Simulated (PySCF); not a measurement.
# DyCl: bond curves at several levels of theory

The task here is to estimate one member of a computed series from the others.

Program: PySCF 2.14.0. Level of theory: Dy x2c-TZVPall, Cl x2c-TZVPall, spin-free X2C with a Gaussian nucleus. These are calculated values, not measurements.

The first run:

A driver script around PySCF takes these settings:

| Property | Result |
| --- | --- |
| atoms | Dy, Cl |
| charge | 0 |
| basis | Dy x2c-TZVPall, Cl x2c-TZVPall |
| Hamiltonian | spin-free X2C with a Gaussian nucleus |
| basis functions | 141 |
| electrons treated | 83 |
| masses in u | 163.9292, 34.9689 |
| levels | PBE0, PBE, r²SCAN, TPSSh, PBEsol, HF, MP2, SCS-MP2 |
| grid | 80 radial by 434 angular points |
| occupations | held fixed by the projection of orbital angular momentum |
| dissociation limit | Dy + Cl, each in its ground configuration |
| starting distance in angstrom | 2.470 |
| values of 2S to try | 3, 5, 7 |

Started as:

```bash
$ OMP_NUM_THREADS=4 python dia.py task.json out
```

Among the steps run: The job; PBE0 along the bond; Higher solutions at PBE0; PBE; r²SCAN; TPSSh; PBEsol (GGA); ROHF.

One table of the session follows, with a row left open; its other results are not shown here.

It belongs to the step «Constants by level of theory». 

| level | Re (Å) | ωe (cm⁻¹) | De (eV) |
| --- | --- | --- | --- |
| ROHF | 2.557 | 294.0 | 3.22 |
| ROHF-MP2 | 2.447 | 331 | 5.11 |
| ROHF-SCS-MP2 | ? | ? | ? |
| TPSSh | 2.468 | 303 | 4.59 |
| PBE0 | 2.459 | 297.4 | 4.42 |

Estimate the missing values for ROHF-SCS-MP2.

As computed: Re (Å): 2.473; ωe (cm⁻¹): 322; De (eV): 4.81. In the column «Re (Å)» it lies between TPSSh (2.468) and ROHF (2.557).

De is counted to Dy + Cl in their ground configurations.
